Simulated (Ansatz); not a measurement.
One input on several machines: r2SCAN relaxation, a 2×1×1 supercell of LuAgO2 (R-3m), atoms displaced at random by about 0.04 Å along each cell vector

Program: Ansatz 0.2.0. No other job shared the machine, and each run was timed once from launch to exit. Hardware: an Arm Neoverse N1 node (56 of its 64 cores, memory capped at 64 GiB); a node with four NVIDIA GB300 Max-Q cards and 144 Grace (Neoverse V2) cores; a node with four NVIDIA GB200 cards and 144 Grace (Neoverse V2) cores; a node with eight NVIDIA H100 80GB cards and 96 AMD EPYC 7R13 cores; an Intel Xeon 6975P-C node (Granite Rapids, 96 cores, 192 hardware threads, 360 GiB). Times and memory are rounded to two significant figures, and ratios are formed from the unrounded values. A row is a single run, so small differences between rows aren't established. System services beside the runs took up to 6 cores (rounded up). Runs with a thread on every core shared the cores with them. Precision is the program's default, which can work at lower precision in parts of a run. Card memory is the largest of readings taken every 0.4 s, so short peaks can be missed, and it isn't given for runs under about 3 s. It shows what a run took, which needn't be the least that it can run in: the program holds more work at once where threads and free memory allow.

Commands are shown without the flags for output files and display.

The PAW files were made with PBE. For this functional the program regenerates the frozen cores at set-up.

```
atoms                                                              : 8
valence electrons                                                  : 112
cell volume                                                        : 122.2 Å³
cutoff (chosen by the program)                                     : 500 eV
k mesh                                                             : 3×6×6
k points solved                                                    : 56
symmetry operations used (translations within a supercell counted) : 1
plane waves at Γ                                                   : 3107
dense FFT grid                                                     : 45×25×48
bands at the start                                                 : 68
spin                                                               : none
first density                                                      : atoms corrected by the program's trained network
```

Input used:

```yaml
crystal:
  lattice:
    - [3.373604, 1.947752, 12.393262]
    - [-1.686802, 0.973876, 6.196631]
    - [0.000000, -1.947751, 6.196631]
  atoms:
    - { symbol: Lu, position: [0.252839, 0.495948, 0.492228] }
    - { symbol: Ag, position: [0.000633, 0.006162, -0.007964] }
    - { symbol: O, position: [0.446519, 0.885963, 0.889168] }
    - { symbol: O, position: [0.061784, 0.107902, 0.116622] }
    - { symbol: Lu, position: [0.753272, 0.497888, 0.497906] }
    - { symbol: Ag, position: [0.500187, 0.005655, 0.009426] }
    - { symbol: O, position: [0.943450, 0.887098, 0.880713] }
    - { symbol: O, position: [0.549804, 0.105625, 0.113415] }
kpoints:
  mp_grid: { grid: [3, 6, 6] }
hamiltonian:
  xc: r2scan
scf:
  occupations: { method: fixed }
relax:
  f_tol: 0.03
  max_steps: 45
  escape_saddle: false
```

The log of this input tells: bands 68→67. «bands a→b»: once the levels showed a gap the program dropped high empty bands and went on with b of the a at the start.

| machine share | command | wall time | SCF clock | outside it | CPU time | SCF iterations | steps logged | threads | the cards share | host memory (GiB) | fullest card (GiB) |
| --- | --- | --- | --- | --- | --- | --- | --- | --- | --- | --- | --- |
| 1 × GB200 | ansatz run input.yaml --backend cuda --devices 1 | 3.0 s | 1.9 s | 1.1 s | 36 s | 25 | 4 | 72 |  | 1.9 | 6.8 |
| 1 × GB300 | ansatz run input.yaml --backend cuda --devices 1 | 4.3 s | 3.1 s | 1.2 s | 38 s | 25 | 4 | 72 |  | 2.0 | 6.8 |
| 1 × H100 | ansatz run input.yaml --backend cuda --devices 1 | 4.5 s | 2.6 s | 1.8 s | 26 s | 25 | 4 | 48 |  | 1.5 | 5.6 |
| 144 threads, Grace of the GB200 node | ansatz run input.yaml --backend cpu | 6.9 s | 6.5 s | 0.44 s | 14 min | 25 | 4 | 144 |  | 3.8 |  |
| 2 × H100 (the program's choice) | ansatz run input.yaml --backend cuda | 4.9 s | 2.1 s | 2.7 s | 31 s | 25 | 4 | 2×48 | k points | 1.7 | 3.4 |
| 96 threads, Xeon 6975P-C | ansatz run input.yaml --backend cpu | 3.3 s | 2.9 s | 0.46 s | 3.7 min | 25 | 4 | 96 |  | 3.6 |  |

The SCF clock is the program's own. It runs from the start of the first SCF loop to the final result and holds forces, stress, later SCFs and response steps. Outside it lie start-up, exit and the set-up ahead of the first loop, which depends on the cell and the method.

SCF iterations are those that the program logged, summed over all steps and exchange cycles of a run; an SCF made in search of a lower state can go uncounted. Steps are those that the program logged. In a relaxation the first is the start geometry and rejected trial steps count. The number of steps, and so the time, hangs on how far the start lies from the minimum, so it is no typical price of a relaxation.

Threads written as a×b are a pools of b host workers, as the log lists them; the log's own count of threads can differ.

The machines don't compute alike at the default precision: the logs show emulated matrix products on GB200 and GB300, and some doubles held as pairs of floats on GB300.

The runs on cards also kept host threads busy (see the CPU time), so differences between cards can come from their hosts too.

Among these rows the slowest by wall time (144 threads, Grace of the GB200 node) takes 2.3 times as long as the fastest (1 × GB200). Up to 56 % of a wall time lies outside the SCF clock (2 × H100 (the program's choice)), so the wall times show the speed at the clocked work only in part. On the SCF clock alone the slowest (144 threads, Grace of the GB200 node) takes 3.5 times as long as the fastest (1 × GB200). The fastest takes under 2 s, so this ratio is rough.

The gap on the SCF clock between 1 × GB300 and 1 × GB200 (3.1 s against 1.9 s) lies mostly in the eigensolver (1.5 s against 0.70 s). Its cause wasn't traced.

Q: How long does the same input take on 56 threads, Neoverse N1 (taskset -c 8-63 ansatz run input.yaml --backend cpu --max-ram 64GiB)?

A: 14 s, in 25 SCF iterations, 2.0 times the time on 144 threads, Grace of the GB200 node; peak host memory 3.1 GiB.
